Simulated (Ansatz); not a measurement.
A first try at a projected density of states of HgTe, space group Cmcm, using Ansatz 0.2.0 through its Python package.

The script, `pdos_hgte.py`:
```python
# -*- coding: utf-8 -*-
"""Projected density of states of HgTe."""

import sys

import ansatz as az
import numpy as np

lattice = az.Lattice.of(
    (2.992518, -3.466929, 0.0),
    (2.992518, 3.466929, 0.0),
    (0.0, 0.0, 5.798157),
)
sites = [
    ("Hg", (0.34305, 0.65695, 0.75)),
    ("Hg", (0.65695, 0.34305, 0.25)),
    ("Te", (0.784809, 0.215191, 0.75)),
    ("Te", (0.215191, 0.784809, 0.25)),
]
system = az.Crystal(lattice=lattice)
for symbol, position in sites:
    system = system.atom(symbol, position)

calc = (
    system.calculation()
    .functional(az.Functional.R2SCAN)
    .kpoints(4, 4, 4)
    .occupations("fixed")  # no smearing
    .scf(extra_bands=14)
    .density_of_states(projected=True, method="smearing", broadening_width=0.15, energy_step=0.1)  # states per eV and cell
)
try:
    out = calc.run()
except az.NonConvergedError as error:
    sys.exit(f"no convergence: {error}")
except az.RefusalError as error:
    sys.exit(f"input refused: {error}")
report = out.report

dos = out.density_of_states()
energy = np.asarray(dos.energies_ev) - dos.fermi_ev
curves = {}
for site in out.projected_density_of_states().sites:
    for shell in site.shells:
        weight = sum(np.sum(curve.g_bin_mean_per_ev, axis=0) for curve in shell.curves)
        name = f"{site.species} {shell.label}"
        curves[name] = curves.get(name, 0) + weight

print("E-EF   " + " ".join(f"{name:>8s}" for name in curves))
for e in np.arange(-8, 6 + 0.1, 1.0):
    print(f"{e:5.1f}  " + " ".join(f"{np.interp(e, energy, g):8.3f}" for g in curves.values()))
```

```console
$ python pdos_hgte.py
DeckWarning: basis.ecutwfc = 500 eV, auto-derived from the records' recommended cutoffs: set by Hg (their level for a meta-GGA)
RunWarning: iter 1: σ=0 fill of 36 bands saw a band overlap (occupied 10.3398 eV > unoccupied 8.3287 eV) — on an unconverged iterate often a transient of an unconverged empty band; one that stands at [...]
RunWarning: the bands overlap at the fill by count (36 filled at each k-point of a channel): the highest filled level, 10.407951 eV at k-index 11, stands 2.0411 eV over the lowest empty one, 8.366866 [...]
E-EF      Hg 5S    Hg 6S    Hg 5P    Hg 5D    Te 5S    Te 5P    Te 4D
 -8.0     0.000    0.005    0.000    0.250    0.000    0.024    0.000
 -7.0     0.000    0.075    0.001   13.070    0.244    0.201    0.001
 -6.0     0.001    0.114    0.000    0.076    0.003    0.118    0.000
 -5.0     0.002    0.807    0.001    0.150    0.113    0.870    0.000
 -4.0     0.000    0.389    0.002    0.073    0.110    0.643    0.000
 -3.0     0.000    0.249    0.002    0.058    0.056    0.981    0.000
 -2.0     0.000    0.118    0.004    0.106    0.013    2.414    0.000
 -1.0     0.000    0.119    0.002    0.130    0.012    2.141    0.000
  0.0     0.001    0.300    0.001    0.064    0.006    1.059    0.000
  1.0     0.002    0.501    0.000    0.011    0.033    0.545    0.000
  2.0     0.005    0.633    0.000    0.022    0.007    0.869    0.000
  3.0     0.000    0.027    0.000    0.002    0.001    0.047    0.000
  4.0     0.001    0.076    0.000    0.007    0.008    0.224    0.000
  5.0     0.000    0.046    0.000    0.003    0.004    0.081    0.000
  6.0     0.000    0.014    0.000    0.003    0.002    0.066    0.000
```
(Warnings from the package without file and line, shortened.)

The script ran to its end, but the result can't be trusted. Why?

The fault: fixed occupations, though the bands overlap at this level of theory. The change:

```diff
--- before
+++ after
@@ -27,3 +27,3 @@
     .kpoints(4, 4, 4)
-    .occupations("fixed")  # no smearing
+    .occupations("fermi_dirac", width=0.05)  # smearing steadies the SCF of a metal
     .scf(extra_bands=14)
```

After the fix:

```console
$ python pdos_hgte.py
DeckWarning: basis.ecutwfc = 500 eV, auto-derived from the records' recommended cutoffs: set by Hg (their level for a meta-GGA)
E-EF      Hg 5S    Hg 6S    Hg 5P    Hg 5D    Te 5S    Te 5P    Te 4D
 -8.0     0.000    0.000    0.000    0.000    0.000    0.000    0.000
 -7.0     0.001    0.152    0.002   26.594    0.103    0.893    0.002
 -6.0     0.000    0.001    0.000    0.185    0.031    0.001    0.000
 -5.0     0.005    1.607    0.003    0.464    0.186    1.652    0.001
 -4.0     0.001    0.420    0.002    0.083    0.091    0.584    0.000
 -3.0     0.000    0.041    0.004    0.061    0.006    1.260    0.000
 -2.0     0.000    0.088    0.005    0.156    0.029    2.298    0.000
 -1.0     0.000    0.171    0.004    0.197    0.007    3.296    0.000
  0.0     0.001    0.165    0.001    0.050    0.006    0.919    0.000
  1.0     0.001    0.266    0.000    0.008    0.018    0.368    0.000
  2.0     0.005    0.862    0.000    0.018    0.049    0.947    0.000
  3.0     0.002    0.186    0.000    0.003    0.000    0.214    0.000
  4.0     0.000    0.043    0.000    0.002    0.002    0.091    0.000
  5.0     0.000    0.065    0.000    0.005    0.008    0.120    0.000
  6.0     0.000    0.013    0.000    0.004    0.002    0.066    0.000
```
(Warnings from the package without file and line.)

What to keep in mind:
- The mesh is modest for a metal, so energies can be off by several to tens of meV an atom and pressures by half a GPa or more; differences at equal mesh fare better.
- Spin-orbit coupling, which matters for elements this heavy, is left out.
- The structure comes from a database of computed cells and needn't be a stable or known phase.
- Curves are summed over the cell's atoms. Only shells that the potentials hold have channels, so projections don't add up to the total, least of all where a shell is missing (p of most metals); heights and places of peaks move with the mesh.
- The density of states is complete only as far up as bands were computed.
- Finished in 14 s on 1 thread of AMD EPYC 7B13 (Zen 3), on a shared host, peak memory 0.69 GiB.
